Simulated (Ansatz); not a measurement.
**C₂H₆BS radical: a ladder of functionals and wavefunction methods**

The task here is to estimate one member of a computed series from the others.

Method: functionals in def2-TZVPP, the program's frozen cores in correlated methods; program: Ansatz 0.2.0, Gaussian basis.

Plan: LDA (SPW92), PBE-D4, revPBE-D4, BLYP-D4, r2SCAN-D4, B97M-V, PBE0-D4, B3LYP-D4, r2SCANh-D4, r2SCAN0-D4, HSE06-D4, BHLYP-D4, CAM-B3LYP-D4, LC-ωPBE, ωB97X-V, ωB97M-V, B2PLYP, PBE-QIDH; CCSD(T)/def2-SVP; CCSD(T)/def2-TZVPP; MP2/def2-QZVPP; extrapolation to the limit; RPA on PBE.

## The relaxed structure

The geometry comes from an earlier relaxation with PBE0-D4 in a triple-zeta def2 set; it is a stationary point, not always the lowest conformer.

10 atoms, charge 0, spin multiplicity 2.

Atoms are counted from 1 here; the program's logs count them from 0.

Bond lengths: C1–B2 1.526 Å, C1–H5 1.087 Å, C1–H6 1.086 Å, B2–C3 1.569 Å, B2–S4 1.804 Å, C3–H7 1.097 Å, C3–H8 1.095 Å, C3–H9 1.091 Å, S4–H10 1.343 Å. Angles: B2–C1–H5 122.1°, B2–C1–H6 123.6°, H5–C1–H6 114.3°, C1–B2–C3 122.4°, C1–B2–S4 114.6°, C3–B2–S4 123.0°, B2–C3–H7 109.3°, B2–C3–H8 110.7°, B2–C3–H9 114.9°, H7–C3–H8 105.8°, H7–C3–H9 107.6°, H8–C3–H9 108.2°, B2–S4–H10 98.8°.

Geometry (Å):

```xyz
10

C    -1.3476    0.7282   -0.6157
B     0.0258    0.1243   -0.3356
C     0.3920   -0.5302    1.0428
S     1.1790    0.2058   -1.7202
H    -2.1344    0.7467    0.1339
H    -1.6256    1.1727   -1.5672
H    -0.1983   -1.4446    1.1779
H     0.1121    0.1299    1.8704
H     1.4437   -0.7965    1.1592
H     2.2364   -0.3875   -1.1426
```

The first run:

File in.yaml:

```yaml
crystal:
  periodic: [false, false, false]
  atoms:
    - {symbol: C, position_ang: [-1.347588, 0.728207, -0.615704]}
    - {symbol: B, position_ang: [0.025795, 0.124321, -0.335581]}
    - {symbol: C, position_ang: [0.391966, -0.530247, 1.042830]}
    - {symbol: S, position_ang: [1.179018, 0.205821, -1.720248]}
    - {symbol: H, position_ang: [-2.134387, 0.746735, 0.133882]}
    - {symbol: H, position_ang: [-1.625642, 1.172745, -1.567160]}
    - {symbol: H, position_ang: [-0.198291, -1.444619, 1.177909]}
    - {symbol: H, position_ang: [0.112114, 0.129917, 1.870375]}
    - {symbol: H, position_ang: [1.443688, -0.796528, 1.159168]}
    - {symbol: H, position_ang: [2.236429, -0.387452, -1.142573]}
basis:
  gaussian: {orbitals: def2-TZVPP}
magnetization: {spin_polarized: true, initial_magnetization: 1}
hamiltonian: {xc: lda}
output: {orbitals: {seedname: orbitals}}
```

Among the steps run: LDA; PBE-D4 (GGA); revPBE-D4 (GGA); BLYP-D4 (GGA); r2SCAN-D4 (meta-GGA); B97M-V (meta-GGA); PBE0-D4 (hybrid); B3LYP-D4 (hybrid); r2SCANh-D4 (hybrid); r2SCAN0-D4 (hybrid); HSE06-D4 (hybrid); BHLYP-D4 (hybrid); CAM-B3LYP-D4 (range-separated); LC-ωPBE-D4 (range-separated; the results give it without D4); ωB97X-V (range-separated); ωB97M-V (range-separated); B2PLYP (double hybrid); PBE-QIDH (double hybrid).

One table of the session follows, with a row left open; its other results are not shown here.

It belongs to the step «Frontier levels by functional». 

```
  functional  HOMO (eV)  LUMO (eV)  gap (eV)
 LDA (SPW92)      -5.69      -4.58      1.11
      PBE-D4      -5.68      -4.10      1.58
   revPBE-D4      -5.64      -3.96      1.68
     BLYP-D4      -5.45      -4.05      1.41
   r2SCAN-D4      -6.08      -3.61      2.48
      B97M-V      -5.93      -3.85      2.08
     PBE0-D4      -6.94      -2.98      3.96
    B3LYP-D4      -6.62      -3.35      3.26
  r2SCANh-D4      -6.54      -3.22      3.32
  r2SCAN0-D4      -7.23      -2.65      4.58
    HSE06-D4      -6.54      -3.37      3.16
    BHLYP-D4      -7.97      -1.89      6.09
CAM-B3LYP-D4          ?          ?         ?
     LC-ωPBE      -9.68      -0.54      9.14
     ωB97X-V      -9.15      -0.98      8.17
     ωB97M-V      -8.95      -1.11      7.85
```

Q: Estimate the row for CAM-B3LYP-D4 from the others.

As computed: HOMO (eV): -8.20; LUMO (eV): -1.95; gap (eV): 6.25. In the column «HOMO (eV)» it lies between ωB97M-V (-8.95) and BHLYP-D4 (-7.97).
